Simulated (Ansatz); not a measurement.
Born–Oppenheimer molecular dynamics of a periodic cell of 22 atoms, K$_{2}$Nb$_{3}$S$_{6}$ (host K2Nb3S6, host structure Amm2). It goes on from the last frame of an earlier run, with new velocities.

These are results of DFT PBE, scalar-relativistic, plane waves, PAW in Ansatz, not measurements. Settings: accuracy low, cutoff 420 eV, k mesh 1x2x2, fermi-dirac smearing 0.002 eV, no spin polarisation.

```json
{
 "ensemble": "NVE (velocity Verlet)",
 "time step": "2 fs",
 "steps asked": "200",
 "starting velocities drawn for": "800 K",
 "seed": "817051"
}
```

Frames 10 fs apart, positions in Å, forces in eV/Å.

Velocities at 40.0 fs (Å/ps):

```
K 4.06 1.34 2.20
K 5.49 -0.54 2.02
K 1.44 2.24 -2.69
K 6.15 -0.69 -0.56
Nb -5.26 -1.69 -2.23
Nb -0.67 -4.27 0.29
Nb -1.49 0.25 4.06
Nb 2.05 5.17 0.36
Nb 0.85 1.61 -3.13
Nb 1.16 -3.67 -3.12
S 4.28 5.73 2.44
S -0.92 2.63 1.21
S 6.97 1.20 1.91
S -0.31 -7.12 -4.99
S -6.64 -1.92 1.54
S -4.83 -1.46 -2.80
S -3.52 -0.65 5.48
S 1.18 7.54 1.88
S -2.70 1.05 10.13
S -0.56 -8.90 -5.74
S -2.30 0.71 -1.30
S -1.83 5.84 -0.03
```

```xyz
22
Lattice="15.9328 0.0000 0.0000 0.0000 5.1921 2.9976 0.0000 -5.1921 2.9976" Properties=species:S:1:pos:R:3:forces:R:3 time_fs=40.0 energy_less_start_eV=0.181 T=733
K 8.001 -1.284 0.977 -0.24 -0.44 -0.16
K 7.674 1.915 0.981 0.41 0.27 0.17
K -0.225 -1.188 3.229 0.58 -0.41 -0.20
K 0.177 2.012 3.257 -1.13 0.29 -0.13
Nb 3.730 -1.459 3.089 1.09 -0.60 1.32
Nb 3.859 0.163 0.349 -0.25 0.58 -1.22
Nb 3.926 1.938 3.225 -0.84 0.82 -0.12
Nb 12.030 -1.515 2.907 -0.88 -0.75 -0.50
Nb 11.823 0.232 -0.219 0.63 -1.19 0.67
Nb 12.000 1.824 2.860 -0.24 0.43 0.36
S 2.214 0.329 2.235 1.14 -0.39 -0.25
S 2.294 1.897 5.151 0.54 -0.06 0.83
S 2.314 -1.473 5.334 0.41 -0.15 -0.98
S 13.460 0.069 1.777 0.08 1.10 -0.09
S 13.487 1.835 4.960 -0.07 0.39 -0.46
S 13.589 -1.554 5.045 -1.32 -0.01 -0.51
S 5.456 0.227 2.277 -0.40 -0.40 -0.11
S 5.340 1.853 5.232 0.01 0.73 0.02
S 5.396 -1.436 5.116 -0.41 -0.48 0.23
S 10.356 0.168 1.890 0.64 0.22 -0.12
S 10.328 1.983 4.761 0.65 -0.09 0.43
S 10.466 -1.633 4.752 -0.42 0.16 0.83
22
Lattice="15.9328 0.0000 0.0000 0.0000 5.1921 2.9976 0.0000 -5.1921 2.9976" Properties=species:S:1:pos:R:3:forces:R:3 time_fs=50.0 energy_less_start_eV=0.537 T=602
K 8.037 -1.277 0.997 -0.48 -0.54 -0.22
K 7.733 1.913 1.004 0.28 0.26 0.17
K -0.204 -1.171 3.200 0.42 -0.43 -0.07
K 0.224 2.009 3.250 -1.35 0.40 -0.14
Nb 3.684 -1.478 3.075 1.90 -0.12 1.98
Nb 3.852 0.125 0.347 0.38 1.95 -0.66
Nb 3.908 1.945 3.265 -0.19 0.92 -0.12
Nb 12.045 -1.469 2.908 -1.71 -1.64 -0.44
Nb 11.834 0.240 -0.247 -0.10 -1.60 0.92
Nb 12.009 1.790 2.831 -0.93 0.57 0.40
S 2.271 0.378 2.255 0.28 -0.78 -0.41
S 2.291 1.921 5.176 0.10 -0.50 0.71
S 2.384 -1.465 5.337 -0.81 -0.51 -1.12
S 13.461 0.017 1.726 0.53 1.61 -0.08
S 13.425 1.824 4.967 0.85 0.83 -0.85
S 13.525 -1.568 5.010 -0.49 0.03 -0.46
S 5.416 0.214 2.329 -0.13 -0.31 -0.35
S 5.350 1.936 5.253 -0.17 0.03 0.21
S 5.365 -1.434 5.217 0.13 -0.72 -0.51
S 10.361 0.086 1.832 0.86 1.01 0.17
S 10.316 1.988 4.754 0.82 -0.12 0.33
S 10.443 -1.575 4.763 -0.21 -0.33 0.53
22
Lattice="15.9328 0.0000 0.0000 0.0000 5.1921 2.9976 0.0000 -5.1921 2.9976" Properties=species:S:1:pos:R:3:forces:R:3 time_fs=60.0 energy_less_start_eV=0.899 T=470
K 8.062 -1.282 1.011 -0.65 -0.56 -0.22
K 7.800 1.917 1.030 0.15 0.21 0.15
K -0.173 -1.164 3.170 0.24 -0.42 0.02
K 0.237 2.016 3.239 -1.27 0.39 -0.14
Nb 3.658 -1.499 3.081 2.39 0.37 2.26
Nb 3.848 0.108 0.337 0.70 2.67 -0.14
Nb 3.888 1.961 3.304 0.37 0.73 -0.07
Nb 12.042 -1.439 2.904 -1.92 -2.00 -0.63
Nb 11.844 0.234 -0.265 -0.27 -1.47 0.98
Nb 12.009 1.762 2.806 -1.31 0.77 0.42
S 2.335 0.405 2.262 -0.73 -0.99 -0.43
S 2.291 1.929 5.221 -0.42 -0.83 0.34
S 2.430 -1.472 5.308 -1.72 -0.60 -0.90
S 13.476 0.013 1.673 0.62 1.51 0.17
S 13.386 1.837 4.949 1.32 0.92 -0.95
S 13.446 -1.582 4.961 0.42 0.08 -0.27
S 5.372 0.193 2.371 0.24 -0.04 -0.48
S 5.357 2.020 5.279 -0.12 -0.61 0.24
S 5.338 -1.453 5.303 0.77 -0.77 -1.07
S 10.392 0.035 1.779 0.64 1.50 0.39
S 10.328 1.990 4.757 0.71 -0.13 0.26
S 10.412 -1.527 4.789 -0.16 -0.73 0.07
22
Lattice="15.9328 0.0000 0.0000 0.0000 5.1921 2.9976 0.0000 -5.1921 2.9976" Properties=species:S:1:pos:R:3:forces:R:3 time_fs=70.0 energy_less_start_eV=0.785 T=511
K 8.072 -1.302 1.021 -0.63 -0.49 -0.13
K 7.870 1.927 1.060 0.02 0.15 0.09
K -0.136 -1.167 3.140 0.09 -0.39 0.08
K 0.220 2.032 3.225 -1.07 0.29 -0.13
Nb 3.656 -1.516 3.110 2.35 0.62 2.04
Nb 3.852 0.117 0.326 0.63 2.28 -0.03
Nb 3.871 1.985 3.341 0.43 0.22 -0.12
Nb 12.020 -1.430 2.894 -1.46 -1.89 -1.04
Nb 11.852 0.212 -0.273 0.26 -0.75 0.64
Nb 11.995 1.742 2.785 -1.23 1.09 0.41
S 2.379 0.402 2.257 -1.27 -0.94 -0.28
S 2.280 1.914 5.277 -0.57 -0.76 -0.06
S 2.428 -1.496 5.253 -1.71 -0.18 -0.15
S 13.509 0.052 1.625 0.28 0.95 0.57
S 13.386 1.877 4.903 1.10 0.49 -0.68
S 13.379 -1.593 4.904 1.06 0.07 0.04
S 5.335 0.171 2.398 0.57 0.35 -0.52
S 5.360 2.086 5.312 0.05 -1.13 0.13
S 5.333 -1.495 5.358 0.94 -0.44 -1.29
S 10.440 0.027 1.738 -0.04 1.54 0.54
S 10.361 1.988 4.768 0.37 -0.12 0.19
S 10.377 -1.500 4.818 -0.16 -0.95 -0.31
22
Lattice="15.9328 0.0000 0.0000 0.0000 5.1921 2.9976 0.0000 -5.1921 2.9976" Properties=species:S:1:pos:R:3:forces:R:3 time_fs=80.0 energy_less_start_eV=0.368 T=664
K 8.066 -1.333 1.027 -0.50 -0.36 -0.01
K 7.940 1.940 1.093 -0.11 0.05 0.01
K -0.096 -1.181 3.111 -0.06 -0.37 0.09
K 0.176 2.056 3.207 -0.86 0.14 -0.12
Nb 3.679 -1.526 3.160 1.80 0.53 1.39
Nb 3.862 0.149 0.314 0.39 1.13 -0.07
Nb 3.858 2.011 3.378 0.05 -0.40 -0.38
Nb 11.983 -1.440 2.873 -0.66 -1.46 -1.24
Nb 11.862 0.182 -0.275 0.97 0.06 0.05
Nb 11.969 1.733 2.769 -0.66 1.56 0.43
S 2.386 0.371 2.245 -1.08 -0.67 0.01
S 2.252 1.877 5.331 -0.22 -0.24 -0.33
S 2.375 -1.524 5.194 -0.96 0.35 0.78
S 13.550 0.120 1.594 -0.21 0.30 0.82
S 13.417 1.931 4.837 0.48 -0.09 -0.21
S 13.343 -1.603 4.849 1.19 -0.01 0.29
S 5.315 0.159 2.410 0.72 0.68 -0.47
S 5.364 2.118 5.349 0.17 -1.40 -0.06
S 5.355 -1.549 5.375 0.52 0.17 -1.15
S 10.488 0.065 1.712 -0.87 1.06 0.57
S 10.405 1.982 4.785 -0.09 -0.14 0.10
S 10.338 -1.500 4.838 -0.01 -0.89 -0.48
22
Lattice="15.9328 0.0000 0.0000 0.0000 5.1921 2.9976 0.0000 -5.1921 2.9976" Properties=species:S:1:pos:R:3:forces:R:3 time_fs=90.0 energy_less_start_eV=0.112 T=758
K 8.047 -1.373 1.032 -0.35 -0.22 0.09
K 8.008 1.954 1.125 -0.29 -0.08 -0.10
K -0.059 -1.203 3.085 -0.23 -0.34 0.08
K 0.111 2.083 3.187 -0.61 -0.01 -0.13
Nb 3.719 -1.532 3.224 1.01 0.31 0.58
Nb 3.876 0.193 0.302 0.07 -0.12 0.08
Nb 3.846 2.032 3.410 -0.32 -0.83 -0.71
Nb 11.939 -1.465 2.839 0.21 -0.76 -0.97
Nb 11.883 0.153 -0.276 1.25 0.58 -0.39
Nb 11.937 1.740 2.757 0.18 2.02 0.51
S 2.362 0.321 2.232 -0.36 -0.31 0.25
S 2.219 1.832 5.375 0.31 0.43 -0.48
S 2.294 -1.543 5.158 0.08 0.64 1.31
S 13.585 0.197 1.587 -0.65 -0.26 0.82
S 13.463 1.982 4.764 -0.22 -0.51 0.27
S 13.341 -1.613 4.801 0.83 -0.05 0.29
S 5.316 0.167 2.408 0.59 0.77 -0.34
S 5.374 2.109 5.384 0.17 -1.28 -0.29
S 5.392 -1.599 5.357 -0.10 0.67 -0.75
S 10.509 0.133 1.703 -1.39 0.13 0.38
S 10.445 1.972 4.804 -0.56 -0.27 -0.07
S 10.299 -1.527 4.844 0.37 -0.51 -0.43
22
Lattice="15.9328 0.0000 0.0000 0.0000 5.1921 2.9976 0.0000 -5.1921 2.9976" Properties=species:S:1:pos:R:3:forces:R:3 time_fs=100.0 energy_less_start_eV=0.188 T=731
K 8.020 -1.419 1.040 -0.26 -0.12 0.15
K 8.069 1.966 1.155 -0.55 -0.23 -0.23
K -0.026 -1.234 3.061 -0.39 -0.33 0.06
K 0.031 2.110 3.163 -0.30 -0.16 -0.20
Nb 3.771 -1.534 3.294 0.24 0.13 -0.21
Nb 3.891 0.236 0.291 -0.31 -1.15 0.42
Nb 3.830 2.046 3.436 -0.42 -0.97 -0.98
Nb 11.897 -1.498 2.796 0.91 0.10 -0.39
Nb 11.916 0.130 -0.281 0.97 0.86 -0.42
Nb 11.906 1.768 2.750 0.87 2.09 0.53
S 2.328 0.262 2.226 0.44 0.08 0.38
S 2.194 1.800 5.405 0.71 0.93 -0.53
S 2.216 -1.543 5.160 1.06 0.68 1.33
S 13.601 0.267 1.605 -0.92 -0.68 0.63
S 13.503 2.019 4.700 -0.82 -0.71 0.69
S 13.364 -1.624 4.762 0.26 -0.01 0.12
S 5.334 0.197 2.396 0.27 0.57 -0.15
S 5.388 2.063 5.411 0.09 -0.71 -0.50
S 5.427 -1.629 5.318 -0.56 0.89 -0.15
S 10.491 0.205 1.705 -1.26 -0.85 0.02
S 10.470 1.954 4.821 -0.89 -0.49 -0.31
S 10.271 -1.569 4.838 0.85 0.08 -0.28
22
Lattice="15.9328 0.0000 0.0000 0.0000 5.1921 2.9976 0.0000 -5.1921 2.9976" Properties=species:S:1:pos:R:3:forces:R:3 time_fs=110.0 energy_less_start_eV=0.379 T=661
K 7.987 -1.467 1.052 -0.21 -0.04 0.18
K 8.116 1.972 1.180 -0.85 -0.31 -0.34
K -0.004 -1.272 3.038 -0.50 -0.30 0.06
K -0.056 2.133 3.135 0.09 -0.27 -0.31
Nb 3.824 -1.534 3.363 -0.39 0.22 -0.53
Nb 3.902 0.267 0.283 -0.70 -1.49 0.37
Nb 3.811 2.049 3.450 -0.33 -1.43 -1.20
Nb 11.865 -1.530 2.748 1.25 0.74 0.17
Nb 11.958 0.115 -0.289 0.33 1.00 -0.18
Nb 11.884 1.817 2.748 1.00 1.45 0.32
S 2.306 0.204 2.232 0.93 0.52 0.49
S 2.190 1.796 5.419 0.85 1.02 -0.44
S 2.168 -1.523 5.200 1.64 0.56 0.98
S 13.589 0.317 1.641 -0.98 -0.95 0.37
S 13.518 2.035 4.657 -1.16 -0.77 1.00
S 13.395 -1.635 4.726 -0.16 0.14 -0.06
S 5.361 0.244 2.380 0.00 0.19 0.11
S 5.405 1.996 5.422 0.11 0.03 -0.65
S 5.446 -1.633 5.274 -0.63 0.92 0.44
S 10.436 0.253 1.708 -0.48 -1.32 -0.15
S 10.467 1.921 4.829 -0.96 -0.60 -0.47
S 10.268 -1.608 4.823 1.14 0.69 -0.17
22
Lattice="15.9328 0.0000 0.0000 0.0000 5.1921 2.9976 0.0000 -5.1921 2.9976" Properties=species:S:1:pos:R:3:forces:R:3 time_fs=120.0 energy_less_start_eV=0.360 T=668
K 7.948 -1.517 1.068 -0.19 0.00 0.16
K 8.142 1.971 1.196 -1.02 -0.25 -0.39
K 0.007 -1.319 3.016 -0.48 -0.23 0.07
K -0.141 2.149 3.099 0.44 -0.29 -0.39
Nb 3.874 -1.533 3.424 -0.91 0.22 -1.36
Nb 3.907 0.283 0.281 -0.83 -1.74 0.61
Nb 3.788 2.039 3.453 0.03 -1.29 -1.23
Nb 11.845 -1.555 2.703 1.09 0.80 0.34
Nb 12.004 0.111 -0.300 -0.52 0.91 0.31
Nb 11.872 1.881 2.750 0.67 0.55 0.01
S 2.311 0.162 2.252 1.00 0.82 0.52
S 2.211 1.821 5.421 0.75 0.92 -0.26
S 2.169 -1.487 5.271 1.63 0.30 0.57
S 13.549 0.338 1.688 -0.83 -1.05 0.10
S 13.500 2.028 4.643 -1.07 -0.69 1.13
S 13.422 -1.642 4.689 -0.35 0.27 -0.14
S 5.388 0.297 2.367 -0.18 -0.20 0.25
S 5.426 1.930 5.414 0.11 0.72 -0.66
S 5.446 -1.609 5.245 -0.32 0.74 1.12
S 10.367 0.263 1.707 0.56 -1.20 -0.12
S 10.438 1.871 4.823 -0.61 -0.40 -0.44
S 10.299 -1.627 4.802 1.02 1.09 -0.21
22
Lattice="15.9328 0.0000 0.0000 0.0000 5.1921 2.9976 0.0000 -5.1921 2.9976" Properties=species:S:1:pos:R:3:forces:R:3 time_fs=130.0 energy_less_start_eV=0.142 T=748
K 7.904 -1.567 1.087 -0.16 0.04 0.15
K 8.144 1.964 1.203 -0.96 -0.09 -0.35
K 0.006 -1.370 2.997 -0.33 -0.10 0.04
K -0.215 2.159 3.053 0.64 -0.29 -0.34
Nb 3.915 -1.529 3.472 -1.17 0.26 -2.14
Nb 3.903 0.280 0.285 -0.47 -1.44 0.85
Nb 3.766 2.016 3.443 0.71 -0.86 -1.04
Nb 11.835 -1.571 2.660 0.63 0.66 0.39
Nb 12.045 0.115 -0.308 -1.35 0.54 0.62
Nb 11.867 1.950 2.752 0.24 -0.51 -0.05
S 2.345 0.144 2.288 0.62 0.91 0.48
S 2.255 1.875 5.414 0.43 0.63 0.02
S 2.217 -1.442 5.359 1.04 -0.07 0.05
S 13.484 0.329 1.738 -0.41 -0.97 -0.04
S 13.450 2.000 4.662 -0.43 -0.51 0.85
S 13.440 -1.640 4.648 -0.27 0.42 -0.12
S 5.409 0.344 2.360 -0.26 -0.51 0.26
S 5.449 1.884 5.387 -0.07 1.05 -0.48
S 5.438 -1.564 5.248 0.10 0.38 1.58
S 10.315 0.237 1.703 1.20 -0.76 -0.01
S 10.390 1.809 4.804 -0.13 -0.02 -0.35
S 10.359 -1.613 4.775 0.40 1.24 -0.36
```

Of the whole run (400 fs, mean temperature of the second half 615 K): The conserved energy stayed within 0.078 meV per atom of its start (net change 0.045 meV per atom), so the integration is sound. A run of 0.4 ps of so small a system gives no equilibrium averages. The smearing is very narrow for this mesh. Limits of this set-up: coarse k mesh, low accuracy level.

Time of the run: 21 min on 2 threads of Arm Neoverse V1 (shared host), peak memory 1.1 GiB.
